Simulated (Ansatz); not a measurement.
Bi₂Te₃, space group R-3m: a convergence test of the plane-wave cutoff, run with the Ansatz DFT code, driven from Python.

`ecut.py`:
```python
import warnings

import ansatz as az
import pandas as pd


def main() -> None:
    warnings.simplefilter("ignore", az.DeckWarning)

    cell = (
        az.Lattice.of((2.193, 1.266129, 10.165667), (-2.193, 1.266129, 10.165667), (0.0, -2.532258, 10.165667))
        .atom("Bi", (0.4, 0.4, 0.4))
        .atom("Bi", (0.6, 0.6, 0.6))
        .atom("Te", (0.0, 0.0, 0.0))
        .atom("Te", (0.2095, 0.2095, 0.2095))
        .atom("Te", (0.7905, 0.7905, 0.7905))
    )

    base = (
        cell.calculation()
        .occupations(az.OccupationsMethod.FIXED)
        .functional("pbesol")
        .kpoints(6)
    )

    rows = []
    for value in [300, 400, 500, 600, 700]:
        summary = base.basis(value).run(threads=1).report
        rows.append((value, summary["free_energy_ev"] / len(summary["lattice"]["sites"]), summary["n_iterations"], summary["n_pw"]))

    table = pd.DataFrame(rows, columns=["cutoff (eV)", "F/atom (eV)", "iterations", "plane waves"])
    print(table.round(5).to_string(index=False))

    for row in rows[:-1]:
        shift = 1000 * (row[1] - rows[-1][1])
        print(f"{row[0]}: {shift:+.2f} meV/atom" + ("  (within 5 meV)" if abs(shift) < 5 else ""))


if __name__ == "__main__":
    main()
```

How fast does the energy converge with the cutoff (threshold 5 meV an atom)?

From 400 eV on it stays within 5 meV an atom of the value at 700 eV; the first row (300 eV) is off by 69.3 meV and the last but one by 0.07 meV. The energy falls steadily, as expected when plane waves are added. The last run costs about 3.1 times the first.

The output:

`python ecut.py` gives:
```text
 cutoff (eV)  F/atom (eV)  iterations  plane waves
         300  -9037.86256           7         1991
         400  -9037.93022           7         3075
         500  -9037.93159           7         4261
         600  -9037.93174           7         5639
         700  -9037.93181           7         7171
300: +69.25 meV/atom
400: +1.59 meV/atom  (within 5 meV)
500: +0.23 meV/atom  (within 5 meV)
600: +0.07 meV/atom  (within 5 meV)
```

What to keep in mind:
- Spin-orbit coupling, which matters for elements this heavy, is left out.
- The starting cell is as deposited in a crystallographic database; the results hold for this polymorph, which needn't be the stable one.
- Shifts are counted from the last row, which is itself no proven limit.
- The script silences the warnings on its input, which a real study should read.
- Wall time of the script: 61 s on 1 thread of Arm Neoverse V2, with other jobs on the host, peak memory 0.82 GiB.
